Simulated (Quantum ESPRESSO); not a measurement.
# Hf2F (P3m1) in Quantum ESPRESSO: further runs

The runs below take Hf2F through phonons, with LDA, PBE, PBE+D2.

All numbers are computed with Quantum ESPRESSO 7.5; they aren't measurements. Logs are shortened: lines on timing, memory, paths and dates and some standing lists are left out, and cuts for length are marked.

### Step 1. The structure

The structure is trigonal, space group P3m1 (No. 156). Conventional cell: a = 3.599 Å, b = 3.599 Å, c = 5.015 Å, α = 90.00°, β = 90.00°, γ = 120.00°. Hf (site symmetry 3m) is surrounded by 2 F at 2.50 to 2.52 Å and 3 Hf at 2.81 Å. Around Hf (site symmetry 3m) lie 3 F at 2.17 Å. F (site symmetry 3m) is surrounded by 3 Hf at 2.17 Å.

The cell was built by a generator and needn't be a form met in nature.

### Step 2. Phonons, LDA, target pressure 80 GPa, at which the enthalpy is minimised

pw.in reads:

```
&CONTROL
  calculation = 'scf'
  prefix = 'pwscf'
  outdir = './tmp'
  pseudo_dir = './pseudo'
  tprnfor = .true.
  tstress = .true.
  disk_io = 'low'
/
&SYSTEM
  ibrav = 0
  celldm(1) = 8
  nat = 3
  ntyp = 2
  ecutwfc = 84
  nbnd = 23
  occupations = 'smearing'
  smearing = 'fd'
  degauss = 0.00367493
/
&ELECTRONS
  conv_thr = 6d-10
  electron_maxstep = 120
  mixing_beta = 0.5
/
ATOMIC_SPECIES
Hf   178.4900 Hf.upf
F     18.9984 F.upf
CELL_PARAMETERS alat
  0.8500398344487   0.0000000000000   0.0000000000000
 -0.4250199184054   0.7361560918983   0.0000000000000
  0.0000000000000   0.0000000000000   1.1846457733512
ATOMIC_POSITIONS crystal
Hf     0.0000000000    0.0000000000    0.1356534200
Hf     0.6666666700    0.3333333300    0.5117898200
F      0.0000000000    0.0000000000    0.6334119100
K_POINTS automatic
4 4 2 0 0 1
```

relax.in reads:

```
&CONTROL
  calculation = 'vc-relax'
  prefix = 'pwscf'
  outdir = './tmp'
  pseudo_dir = './pseudo'
  tprnfor = .true.
  tstress = .true.
  disk_io = 'low'
  nstep = 40
  forc_conv_thr = 0.0001
  etot_conv_thr = 1d-06
/
&SYSTEM
  ibrav = 0
  celldm(1) = 8
  nat = 3
  ntyp = 2
  ecutwfc = 84
  nbnd = 23
  occupations = 'smearing'
  smearing = 'fd'
  degauss = 0.00367493
/
&ELECTRONS
  conv_thr = 6d-10
  electron_maxstep = 120
  mixing_beta = 0.5
/
&IONS
  ion_dynamics = 'bfgs'
/
&CELL
  cell_dynamics = 'bfgs'
  press = 800
  press_conv_thr = 0.2
/
ATOMIC_SPECIES
Hf   178.4900 Hf.upf
F     18.9984 F.upf
CELL_PARAMETERS alat
  0.8500398344487   0.0000000000000   0.0000000000000
 -0.4250199184054   0.7361560918983   0.0000000000000
  0.0000000000000   0.0000000000000   1.1846457733512
ATOMIC_POSITIONS crystal
Hf     0.0000000000    0.0000000000    0.1356534200
Hf     0.6666666700    0.3333333300    0.5117898200
F      0.0000000000    0.0000000000    0.6334119100
K_POINTS automatic
4 4 2 0 0 1
```

scf2.in reads:

```
&CONTROL
  calculation = 'scf'
  prefix = 'pwscf'
  outdir = './tmp'
  pseudo_dir = './pseudo'
  tprnfor = .true.
  tstress = .true.
  disk_io = 'low'
/
&SYSTEM
  ibrav = 0
  celldm(1) = 8
  nat = 3
  ntyp = 2
  ecutwfc = 84
  nbnd = 23
  occupations = 'smearing'
  smearing = 'fd'
  degauss = 0.00367493
/
&ELECTRONS
  conv_thr = 1d-13
  electron_maxstep = 120
  mixing_beta = 0.5
  startingpot = 'file'
  startingwfc = 'file'
/
ATOMIC_SPECIES
Hf   178.4900 Hf.upf
F     18.9984 F.upf
CELL_PARAMETERS alat
  0.7728754665201   0.0000000006203   0.0000000000000
 -0.3864377337972   0.6693297876580   0.0000000000000
  0.0000000000000   0.0000000000000   0.9446322804075
ATOMIC_POSITIONS crystal
Hf     0.0000000000    0.0000000000    0.0936171673
Hf     0.6666666667    0.3333333333    0.5936259485
F      0.0000000000    0.0000000000    0.5936120342
K_POINTS automatic
4 4 2 0 0 1
```

ph.in reads:

```
phonons of Hf2F
&INPUTPH
  prefix = 'pwscf'
  outdir = './tmp'
  tr2_ph = 1d-18
  fildyn = 'dyn'
  niter_ph = 90
  alpha_mix(1) = 0.4
/
0.0000000000 0.0000000000 0.0000000000
```

dynmat.in reads:

```
&INPUT
  fildyn = 'dyn'
  asr = 'crystal'
  filout = 'dynmat.disp'
  fileig = 'dynmat.eig'
/
```

Potentials or basis: PseudoDojo 0.4.1 SR LDA standard.

On the command line:

```bash
$ OMP_NUM_THREADS=1 pw.x -in pw.in > pw.out
$ OMP_NUM_THREADS=1 pw.x -in relax.in > relax.out
$ OMP_NUM_THREADS=1 pw.x -in scf2.in > scf2.out
$ OMP_NUM_THREADS=1 ph.x -in ph.in > ph.out
$ OMP_NUM_THREADS=1 dynmat.x -in dynmat.in > dynmat.out
```

pw.out:

```text
This program is part of the open-source Quantum ESPRESSO suite
     for quantum simulation of materials; please cite
[... 9 lines left out ...]
     --------------------
     sticks:   dense  smooth     PW     G-vecs:    dense   smooth      PW
     Sum        1069    1069    301                39463    39463    5933

     Using Slab Decomposition

     bravais-lattice index     =            0
     lattice parameter (alat)  =       8.0000  a.u.
     unit-cell volume          =     379.5488 (a.u.)^3
     number of atoms/cell      =            3
     number of atomic types    =            2
     number of electrons       =        31.00
     number of Kohn-Sham states=           23
     kinetic-energy cutoff     =      84.0000  Ry
     charge density cutoff     =     336.0000  Ry
     scf convergence threshold =      6.0E-10
     mixing beta               =       0.5000
     number of iterations used =            8  plain     mixing
     Exchange-correlation= SLA  PW   NOGX NOGC
                           (   1   4   0   0   0   0   0)

     celldm(1)=   8.000000  celldm(2)=   0.000000  celldm(3)=   0.000000
     celldm(4)=   0.000000  celldm(5)=   0.000000  celldm(6)=   0.000000

     crystal axes: (cart. coord. in units of alat)
               a(1) = (   0.850040   0.000000   0.000000 )
               a(2) = (  -0.425020   0.736156   0.000000 )
               a(3) = (   0.000000   0.000000   1.184646 )

     reciprocal axes: (cart. coord. in units 2 pi/alat)
               b(1) = (  1.176415  0.679204 -0.000000 )
               b(2) = (  0.000000  1.358408  0.000000 )
               b(3) = (  0.000000 -0.000000  0.844134 )

     PseudoPot. # 1 for Hf read from file:
     Hf.upf
     Pseudo is Norm-conserving + core correction, Zval = 12.0
     Generated using ONCVPSP code by D. R. Hamann
     Using radial grid of 1618 points,  8 beta functions with:
                l(1) =   0
                l(2) =   0
                l(3) =   1
                l(4) =   1
                l(5) =   2
                l(6) =   2
                l(7) =   3
                l(8) =   3

     PseudoPot. # 2 for F  read from file:
     F.upf
     Pseudo is Norm-conserving + core correction, Zval =  7.0
     Generated using ONCVPSP code by D. R. Hamann
     Using radial grid of  824 points,  5 beta functions with:
                l(1) =   0
                l(2) =   0
                l(3) =   1
                l(4) =   1
                l(5) =   2

     atomic species   valence    mass     pseudopotential
     Hf               12.00   178.49000     Hf( 1.00)
     F                 7.00    18.99840     F ( 1.00)

      6 Sym. Ops. (no inversion) found

   Cartesian axes

     site n.     atom                  positions (alat units)
         1        Hf     tau(   1) = (   0.0000000   0.0000000   0.1607013  )
         2        Hf     tau(   2) = (   0.4250199   0.2453854   0.6062896  )
         3        F      tau(   3) = (   0.0000000   0.0000000   0.7503687  )

     number of k points=     5  Fermi-Dirac smearing, width (Ry)=  0.0037
                       cart. coord. in units 2pi/alat
        k(    1) = (   0.0000000   0.0000000   0.2110335), wk =   0.1250000
        k(    2) = (   0.0000000   0.3396019   0.2110335), wk =   0.3750000
        k(    3) = (   0.0000000  -0.6792038   0.2110335), wk =   0.3750000
        k(    4) = (   0.2941039   0.5094028   0.2110335), wk =   0.7500000
        k(    5) = (   0.0000000  -0.3396019   0.2110335), wk =   0.3750000

     Dense  grid:    39463 G-vectors     FFT dimensions: (  40,  40,  60)

     Initial potential from superposition of free atoms

     starting charge      30.9970, renormalised to      31.0000
     Starting wfcs are   24 randomized atomic wfcs

     Self-consistent Calculation

     iteration #  1     ecut=    84.00 Ry     beta= 0.50
     Davidson diagonalization with overlap
     ethr =  1.00E-02,  avg # of iterations =  2.4

     Threshold (ethr) on eigenvalues was too large:
     Diagonalizing with lowered threshold

     Davidson diagonalization with overlap
     ethr =  7.79E-04,  avg # of iterations =  1.2

     total energy              =    -274.79917045 Ry
     estimated scf accuracy    <       0.24649423 Ry

     iteration #  2     ecut=    84.00 Ry     beta= 0.50
     Davidson diagonalization with overlap
     ethr =  7.95E-04,  avg # of iterations =  2.2

     total energy              =    -274.84963579 Ry
     estimated scf accuracy    <       0.10362000 Ry

     iteration #  3     ecut=    84.00 Ry     beta= 0.50
     Davidson diagonalization with overlap
     ethr =  3.34E-04,  avg # of iterations =  2.0

     total energy              =    -274.86552659 Ry
     estimated scf accuracy    <       0.02802710 Ry

     iteration #  4     ecut=    84.00 Ry     beta= 0.50
     Davidson diagonalization with overlap
     ethr =  9.04E-05,  avg # of iterations =  3.2

     total energy              =    -274.87012213 Ry
     estimated scf accuracy    <       0.00878750 Ry

     iteration #  5     ecut=    84.00 Ry     beta= 0.50
     Davidson diagonalization with overlap
     ethr =  2.83E-05,  avg # of iterations =  1.8

     total energy              =    -274.87128632 Ry
     estimated scf accuracy    <       0.00055338 Ry

     iteration #  6     ecut=    84.00 Ry     beta= 0.50
     Davidson diagonalization with overlap
     ethr =  1.79E-06,  avg # of iterations =  6.8

     total energy              =    -274.87137975 Ry
     estimated scf accuracy    <       0.00004278 Ry

     iteration #  7     ecut=    84.00 Ry     beta= 0.50
     Davidson diagonalization with overlap
     ethr =  1.38E-07,  avg # of iterations =  2.0

     total energy              =    -274.87138467 Ry
     estimated scf accuracy    <       0.00000295 Ry

     iteration #  8     ecut=    84.00 Ry     beta= 0.50
     Davidson diagonalization with overlap
     ethr =  9.50E-09,  avg # of iterations =  2.0

     total energy              =    -274.87138511 Ry
     estimated scf accuracy    <       0.00000010 Ry

     iteration #  9     ecut=    84.00 Ry     beta= 0.50
     Davidson diagonalization with overlap
     ethr =  3.37E-10,  avg # of iterations =  4.0

     total energy              =    -274.87138515 Ry
     estimated scf accuracy    <       0.00000002 Ry

     iteration # 10     ecut=    84.00 Ry     beta= 0.50
     Davidson diagonalization with overlap
     ethr =  6.18E-11,  avg # of iterations =  2.8

     total energy              =    -274.87138515 Ry
     estimated scf accuracy    <          4.6E-09 Ry

     iteration # 11     ecut=    84.00 Ry     beta= 0.50
     Davidson diagonalization with overlap
     ethr =  1.48E-11,  avg # of iterations =  2.0

     End of self-consistent calculation

          k = 0.0000 0.0000 0.2110 (  4912 PWs)   bands (ev):

   -49.8434 -49.5657 -18.8366 -18.6552 -18.6552 -18.2055 -17.9524 -17.9524
   -14.7945   2.5217   2.6693   2.6693   7.6699  11.5102  12.3946  12.3946
    13.4593  13.4593  13.7703  16.1984  17.0998  17.0998  17.6361

          k = 0.0000 0.3396 0.2110 (  4929 PWs)   bands (ev):

   -49.8306 -49.5705 -19.1456 -18.7070 -18.7057 -18.1985 -17.9527 -17.9223
   -14.5289   2.4615   2.7319   2.9069   8.9198  11.5364  12.0483  12.3688
    12.9985  14.1671  14.3541  15.3577  16.8663  17.0675  17.9985

          k = 0.0000-0.6792 0.2110 (  4956 PWs)   bands (ev):

   -49.8171 -49.5759 -19.4409 -18.7562 -18.6464 -18.2811 -17.9553 -17.8958
   -14.2986   2.3936   2.9321   3.1425   9.9880  11.1069  12.2600  12.5352
    12.7966  14.7487  15.8635  16.1097  16.6918  16.8936  17.4706

          k = 0.2941 0.5094 0.2110 (  4935 PWs)   bands (ev):

   -49.8171 -49.5759 -19.3998 -18.8260 -18.6272 -18.2777 -17.9897 -17.8640
   -14.2884   2.6019   2.7612   3.1064  10.4212  10.9084  11.8043  12.4330
    13.1854  14.3300  14.8729  16.4693  16.6780  16.8374  17.6987

          k = 0.0000-0.3396 0.2110 (  4929 PWs)   bands (ev):

   -49.8306 -49.5705 -19.1438 -18.7152 -18.7066 -18.1796 -17.9532 -17.9333
   -14.5289   2.4257   2.7659   2.9065   8.9473  11.0669  12.1676  12.4929
    13.5016  14.2293  14.3957  16.0264  16.5288  16.5711  17.8399

     the Fermi energy is    12.4531 ev

!    total energy              =    -274.87138515 Ry
     estimated scf accuracy    <          3.5E-11 Ry
     smearing contrib. (-TS)   =      -0.00460656 Ry
     internal energy E=F+TS    =    -274.86677860 Ry

     The total energy is F=E-TS. E is the sum of the following terms:
     one-electron contribution =     -84.17606933 Ry
     hartree contribution      =      53.49618207 Ry
     xc contribution           =     -67.37239508 Ry
     ewald contribution        =    -176.81449626 Ry

     convergence has been achieved in  11 iterations

     Forces acting on atoms (cartesian axes, Ry/au):

     atom    1 type  1   force =     0.00000000    0.00000000   -0.08810150
     atom    2 type  1   force =     0.00000000    0.00000000    0.08901410
     atom    3 type  2   force =     0.00000000    0.00000000   -0.00091260

     Total force =     0.125245     Total SCF correction =     0.000012

     Computing stress (Cartesian axis) and pressure

          total   stress  (Ry/bohr**3)                   (kbar)     P=      -18.81
  -0.00018740  -0.00000000   0.00000000          -27.57       -0.00        0.00
  -0.00000000  -0.00018740   0.00000000           -0.00      -27.57        0.00
   0.00000000   0.00000000  -0.00000890            0.00        0.00       -1.31

=------------------------------------------------------------------------------=
   JOB DONE.
=------------------------------------------------------------------------------=
```

Run time: 10 min. Hardware: 1 thread of Intel Xeon at 2.50GHz (Skylake/Cascade Lake), shared host; peak memory 0.11 GiB.

Results:

* Free energy: -3738.2086 eV
* Relaxed volume: 12.36 Å³/atom
* Relaxed cell: a = 3.272 Å, b = 3.272 Å, c = 3.999 Å, α = 90.00°, β = 90.00°, γ = 120.00°
* Space group after relaxing (to 0.05 Å): P-6m2 (No. 187)
* Pressure after relaxing: 80.0 GPa
* Band gap on the k mesh: none (metal or under the smearing width)
* Highest phonon frequency at Γ: 737 cm⁻¹

The path:
```tsv
step	energy change (eV)	largest force (eV/Å)	pressure (GPa)	volume (Å³)
1	0.0000	2.2886	-1.88	56.24
2	3.1137	5.2452	86.94	37.42
3	2.6359	2.9201	88.80	36.53
4	2.0095	3.9317	81.08	37.12
5	1.3878	2.1108	71.78	37.87
6	1.6783	0.5119	80.68	37.02
7	1.5122	0.2709	77.73	37.28
8	1.6122	0.0457	80.16	37.06
9	1.6044	0.0061	79.97	37.08
10	1.6058	0.0004	80.00	37.08
```

Final structure:
```
CELL_PARAMETERS angstrom
3.27190 0.00000 0.00000
-1.63595 2.83355 0.00000
0.00000 0.00000 3.99902
ATOMIC_POSITIONS crystal
Hf 0.00000 0.00000 0.09362
Hf 0.66667 0.33333 0.59363
F 0.00000 0.00000 0.59361
```

Phonon frequencies in cm⁻¹ (negative: imaginary):
| q point | frequencies |
| --- | --- |
| (0.000, 0.000, 0.000) | 0 0 0 91 91 185 695 737 737 |

Caveat: the k mesh is coarse (spacing up to 0.63 Å⁻¹), so the values aren't converged; the mesh is thin for the phonons of a metal; the volume moved by over 15 % at a fixed basis, so the end points are rough; the cell is more than 3 GPa from zero pressure, which shifts response properties; the cell relaxed to another space group than the one typed; an odd number of electrons without spin polarisation forces a metal; a magnetic or distorted state may lie lower. Spin-orbit coupling is left out, which matters for the levels of Hf.

(Continued in part 2 of 3.)
